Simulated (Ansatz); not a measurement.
# Si3N2H8: small, medium and large basis sets

How large a basis does Si3N2H8 need? Two functionals are run in growing sets.

Computed with Ansatz 0.2.0, Gaussian basis. Level: one geometry, several basis sets.

Plan: PBE0-D4/def2-SVP; ωB97M-V/def2-SVP; PBE0-D4/def2-QZVPP; ωB97M-V/def2-QZVPP; the functionals' def2-TZVPP values are taken from earlier runs.

## (1) The geometry

The geometry comes from an earlier relaxation with PBE0-D4 in a triple-zeta def2 set; it is a stationary point, not always the lowest conformer.

13 atoms, charge 0, spin multiplicity 1.

Atoms are counted from 1 here; the program's logs count them from 0.

Bond lengths: N1–Si2 1.713 Å, N1–H6 1.008 Å, N1–H7 1.010 Å, Si2–N3 1.755 Å, N3–Si4 1.744 Å, N3–Si5 1.740 Å, Si4–H8 1.488 Å, Si4–H9 1.485 Å, Si4–H10 1.487 Å, Si5–H11 1.489 Å, Si5–H12 1.486 Å, Si5–H13 1.487 Å. Angles: Si2–N1–H6 118.5°, Si2–N1–H7 130.0°, H6–N1–H7 111.4°, N1–Si2–N3 102.0°, Si2–N3–Si4 117.3°, Si2–N3–Si5 125.7°, Si4–N3–Si5 117.0°, N3–Si4–H8 110.6°, N3–Si4–H9 108.1°, N3–Si4–H10 110.9°, H8–Si4–H9 109.7°, H8–Si4–H10 107.9°, H9–Si4–H10 109.6°, N3–Si5–H11 111.1°, N3–Si5–H12 111.5°, N3–Si5–H13 108.8°, H11–Si5–H12 107.8°, H11–Si5–H13 108.6° and more.

## (2) PBE0-D4 in def2-SVP

The input, in.yaml:

```yaml
crystal:
  periodic: [false, false, false]
  atoms:
    - {symbol: N, position_ang: [-1.322586, 1.647059, -1.303816]}
    - {symbol: Si, position_ang: [-0.748149, 1.644910, 0.310217]}
    - {symbol: N, position_ang: [0.100347, 0.111391, 0.392409]}
    - {symbol: Si, position_ang: [0.952175, -0.252608, 1.870336]}
    - {symbol: Si, position_ang: [0.108899, -1.111780, -0.845473]}
    - {symbol: H, position_ang: [-1.881737, 2.426367, -1.614209]}
    - {symbol: H, position_ang: [-1.141856, 0.999818, -2.057516]}
    - {symbol: H, position_ang: [0.466691, -1.532789, 2.452017]}
    - {symbol: H, position_ang: [0.710285, 0.856194, 2.827410]}
    - {symbol: H, position_ang: [2.412127, -0.387792, 1.622589]}
    - {symbol: H, position_ang: [0.510145, -0.539521, -2.159941]}
    - {symbol: H, position_ang: [-1.232904, -1.729626, -1.009338]}
    - {symbol: H, position_ang: [1.087064, -2.166424, -0.469984]}
basis:
  gaussian: {orbitals: def2-SVP}
hamiltonian: {xc: pbe0, dispersion: d4}
output: {orbitals: {seedname: orbitals}}
```

The run is started by

```bash
$ ansatz run in.yaml --threads 4 --pin off --events-out ev --progress --plain --max-ram 10444MiB
```

The log of the run:

```text
Functional definition: PBE0
  name "PBE0"
  cite "Adamo & Barone, J. Chem. Phys. 110, 6158 (1999) doi:10.1063/1.478522"
  cite "Perdew, Burke & Ernzerhof, Phys. Rev. Lett. 77, 3865 (1996) doi:10.1103/PhysRevLett.77.3865"
  parent pbe
  parameter a = 0.25
  parameter kappa = 0.804
  parameter beta = 0.06672455060314922
  exchange = (1 - a)*pbe_x(kappa = kappa, mu = beta*pi^2/3) + a*exact_x
  correlation = pbe_c(beta = beta)
1191 factors; integrals over basis functions are off by at most 1.1e-3 eV
mean field evaluation 1: about -26711.9269 eV, gradient 6.8e1 eV
mean field evaluation 2: about -26694.2795 eV, gradient 1.1e2 eV
mean field evaluation 4: about -26721.2285 eV, gradient 3.0e0 eV
mean field evaluation 8: about -26721.3196 eV, gradient 6.9e-2 eV
mean field evaluation 16: about -26721.3196 eV, gradient 3.9e-5 eV
mean field -26721.31962099 eV, -981.9903837106 hartree, gradient 3.9e-5 eV, S^2 0.000000; 0 other end points of the search recorded, 0 dependent functions left out
reference -26721.31965314 eV, -981.9903848918 hartree; 32, 32 occupied and 90, 90 virtual orbitals, 1191 factors
Total energy: -26721.66038867 eV, -982.0029066917 hartree
```

Wall time 1.6 s (4 threads of Arm Neoverse V1, shared host); peak memory 0.27 GiB.

## (3) ωB97M-V in def2-SVP

Edit in.yaml of step 2 so:

```diff
@@ -18,3 +18,3 @@
   gaussian: {orbitals: def2-SVP}
-hamiltonian: {xc: pbe0, dispersion: d4}
+hamiltonian: {xc: {name: wB97M-V}}
 output: {orbitals: {seedname: orbitals}}
```

The command is unchanged.

The log of the run:

```text
Functional definition: wB97M-V
  name "wB97M-V"
  cite "Mardirossian & Head-Gordon, J. Chem. Phys. 144, 214110 (2016) doi:10.1063/1.4952647"
  cite "Becke, J. Chem. Phys. 107, 8554 (1997) doi:10.1063/1.475007"
  cite "Vydrov & Van Voorhis, J. Chem. Phys. 133, 244103 (2010) doi:10.1063/1.3521275"
  # Of w^i u^j: cxij and so on, Table III.
  parameter omega = 0.3/bohr
  parameter cx = 0.15
  parameter cx01 = 1.007
  parameter cx10 = 0.259
  parameter css00 = 0.443
  parameter css04 = -1.437
  parameter css10 = -4.535
  parameter css20 = -3.390
  parameter css43 = 4.278
  parameter cos00 = 1.000
  parameter cos10 = 1.358
  parameter cos20 = 2.924
  parameter cos21 = -8.812
  parameter cos60 = -1.390
  parameter cos61 = 9.142
  parameter b = 6.0
  parameter c = 0.01
  gx(w, u) = 1 - cx + cx01*u + cx10*w
  gss(w, u) = css00 + css04*u^4 + css10*w + css20*w^2 + css43*w^4*u^3
  gos(w, u) = cos00 + cos10*w + (cos20 + cos21*u)*w^2 + (cos60 + cos61*u)*w^6
  exchange = spin_sum(e_x_unif_sr(omega)*gx(b97_w, b97_u_x)) + cx*exact_x_sr(omega) + exact_x_lr(omega)
  correlation = spin_sum(e_c_pw_mod_same_spin*gss(b97_w, b97_u_same))
      + integral(e_c_pw_mod_opposite_spin*gos(b97_w_opposite, b97_u_opposite)) + vv10(b, c)
1191 factors; integrals over basis functions are off by at most 1.1e-3 eV
433 factors; integrals over basis functions are off by at most 6.7e-6 eV
mean field evaluation 1: about -26725.0232 eV, gradient 5.8e1 eV
mean field evaluation 2: about -26723.8712 eV, gradient 6.2e1 eV
mean field evaluation 4: about -26731.8018 eV, gradient 2.8e0 eV
mean field evaluation 8: about -26731.8650 eV, gradient 9.5e-2 eV
mean field evaluation 16: about -26731.8651 eV, gradient 3.1e-5 eV
mean field -26731.86507415 eV, -982.3779219660 hartree, gradient 3.1e-5 eV, S^2 0.000000; 0 other end points of the search recorded, 0 dependent functions left out
reference -26731.86512437 eV, -982.3779238118 hartree; 32, 32 occupied and 90, 90 virtual orbitals, 1191 factors
Total energy: -26731.86512437 eV, -982.3779238118 hartree
```

Wall time 7.5 s (4 threads of Arm Neoverse V1, shared host); peak memory 0.43 GiB.

## (4) PBE0-D4 in def2-QZVPP

Edit in.yaml of step 3 so:

```diff
@@ -17,4 +17,4 @@
 basis:
-  gaussian: {orbitals: def2-SVP}
-hamiltonian: {xc: {name: wB97M-V}}
+  gaussian: {orbitals: "def2-QZVPP.json"}
+hamiltonian: {xc: pbe0, dispersion: d4}
 output: {orbitals: {seedname: orbitals}}
```

The command is unchanged.

The log of the run:

```text
Functional definition: PBE0
  name "PBE0"
  cite "Adamo & Barone, J. Chem. Phys. 110, 6158 (1999) doi:10.1063/1.478522"
  cite "Perdew, Burke & Ernzerhof, Phys. Rev. Lett. 77, 3865 (1996) doi:10.1103/PhysRevLett.77.3865"
  parent pbe
  parameter a = 0.25
  parameter kappa = 0.804
  parameter beta = 0.06672455060314922
  exchange = (1 - a)*pbe_x(kappa = kappa, mu = beta*pi^2/3) + a*exact_x
  correlation = pbe_c(beta = beta)
1989 factors; their error is unknown
mean field evaluation 1: about -26720.7351 eV, gradient 8.6e1 eV
mean field evaluation 2: about -26689.3769 eV, gradient 1.4e2 eV
mean field evaluation 4: about -26734.2870 eV, gradient 9.2e0 eV
mean field evaluation 8: about -26734.4721 eV, gradient 1.9e-1 eV
mean field evaluation 16: about -26734.4722 eV, gradient 2.3e-5 eV
mean field -26734.47215611 eV, -982.4737304609 hartree, gradient 2.3e-5 eV, S^2 0.000000; 0 other end points of the search recorded, 0 dependent functions left out
reference -26734.47220313 eV, -982.4737321889 hartree; 32, 32 occupied and 532, 532 virtual orbitals, 1989 factors
Total energy: -26734.81293867 eV, -982.4862539889 hartree
```

Wall time 15 s (4 threads of Arm Neoverse V1, shared host); peak memory 2.8 GiB.

## (5) ωB97M-V in def2-QZVPP

Edit in.yaml of step 4 so:

```diff
@@ -18,3 +18,3 @@
   gaussian: {orbitals: "def2-QZVPP.json"}
-hamiltonian: {xc: pbe0, dispersion: d4}
+hamiltonian: {xc: {name: wB97M-V}}
 output: {orbitals: {seedname: orbitals}}
```

Same command.

The log of the run:

```text
Functional definition: wB97M-V
  name "wB97M-V"
  cite "Mardirossian & Head-Gordon, J. Chem. Phys. 144, 214110 (2016) doi:10.1063/1.4952647"
  cite "Becke, J. Chem. Phys. 107, 8554 (1997) doi:10.1063/1.475007"
  cite "Vydrov & Van Voorhis, J. Chem. Phys. 133, 244103 (2010) doi:10.1063/1.3521275"
  # Of w^i u^j: cxij and so on, Table III.
  parameter omega = 0.3/bohr
  parameter cx = 0.15
  parameter cx01 = 1.007
  parameter cx10 = 0.259
  parameter css00 = 0.443
  parameter css04 = -1.437
  parameter css10 = -4.535
  parameter css20 = -3.390
  parameter css43 = 4.278
  parameter cos00 = 1.000
  parameter cos10 = 1.358
  parameter cos20 = 2.924
  parameter cos21 = -8.812
  parameter cos60 = -1.390
  parameter cos61 = 9.142
  parameter b = 6.0
  parameter c = 0.01
  gx(w, u) = 1 - cx + cx01*u + cx10*w
  gss(w, u) = css00 + css04*u^4 + css10*w + css20*w^2 + css43*w^4*u^3
  gos(w, u) = cos00 + cos10*w + (cos20 + cos21*u)*w^2 + (cos60 + cos61*u)*w^6
  exchange = spin_sum(e_x_unif_sr(omega)*gx(b97_w, b97_u_x)) + cx*exact_x_sr(omega) + exact_x_lr(omega)
  correlation = spin_sum(e_c_pw_mod_same_spin*gss(b97_w, b97_u_same))
      + integral(e_c_pw_mod_opposite_spin*gos(b97_w_opposite, b97_u_opposite)) + vv10(b, c)
1929 factors; their error is unknown
484 factors; integrals over basis functions are off by at most 9.6e-6 eV
mean field evaluation 1: about -26734.8654 eV, gradient 7.4e1 eV
mean field evaluation 2: about -26731.5025 eV, gradient 8.2e1 eV
mean field evaluation 4: about -26745.0901 eV, gradient 4.0e0 eV
mean field evaluation 8: about -26745.1270 eV, gradient 4.7e-2 eV
mean field evaluation 16: about -26745.1348 eV, gradient 8.6e-5 eV
mean field -26745.13478069 eV, -982.8655746869 hartree, gradient 8.6e-5 eV, S^2 0.000000; 0 other end points of the search recorded, 0 dependent functions left out
reference -26745.13485676 eV, -982.8655774825 hartree; 32, 32 occupied and 532, 532 virtual orbitals, 1929 factors
Total energy: -26745.13485676 eV, -982.8655774825 hartree
```

It took 34 s on 4 threads of Arm Neoverse V1, shared host; peak memory 3 GiB.

## (6) Density functionals: the series

The def2-TZVPP values come from earlier runs at the same geometry.

| functional | basis | functions | energy (eV) | from the largest (eV) | HOMO (eV) | LUMO (eV) |
| --- | --- | --- | --- | --- | --- | --- |
| PBE0-D4 | def2-SVP | 122 | -26721.6604 | 13.153 | -6.50 | -0.73 |
| PBE0-D4 | def2-TZVPP | 300 | -26733.8018 | 1.011 | -6.61 | -0.96 |
| PBE0-D4 | def2-QZVPP | 564 | -26734.8129 | 0.000 | -6.64 | -1.03 |
| ωB97M-V | def2-SVP | 122 | -26731.8651 | 13.270 | -8.59 | 1.33 |
| ωB97M-V | def2-TZVPP | 300 | -26744.1962 | 0.939 | -8.75 | 0.95 |
| ωB97M-V | def2-QZVPP | 564 | -26745.1349 | 0.000 | -8.78 | 0.77 |

## (7) Results

| quantity | value |
| --- | --- |
| PBE0-D4: double and triple zeta above quadruple | 13.15, 1.01 eV |
| ωB97M-V: double and triple zeta above quadruple | 13.27, 0.94 eV |

For PBE0-D4 the step from double to triple zeta gains 12.14 eV and the next only 1.01 eV. These are total energies; as a rule much of such shifts cancels in differences, which this series doesn't test. The LUMO of ωB97M-V is positive and keeps falling with the basis (1.33 to 0.77 eV): an unbound level that the basis holds in place.

For PBE0-D4 the largest set took about 9 times as long as the smallest (15 s against 1.6 s).
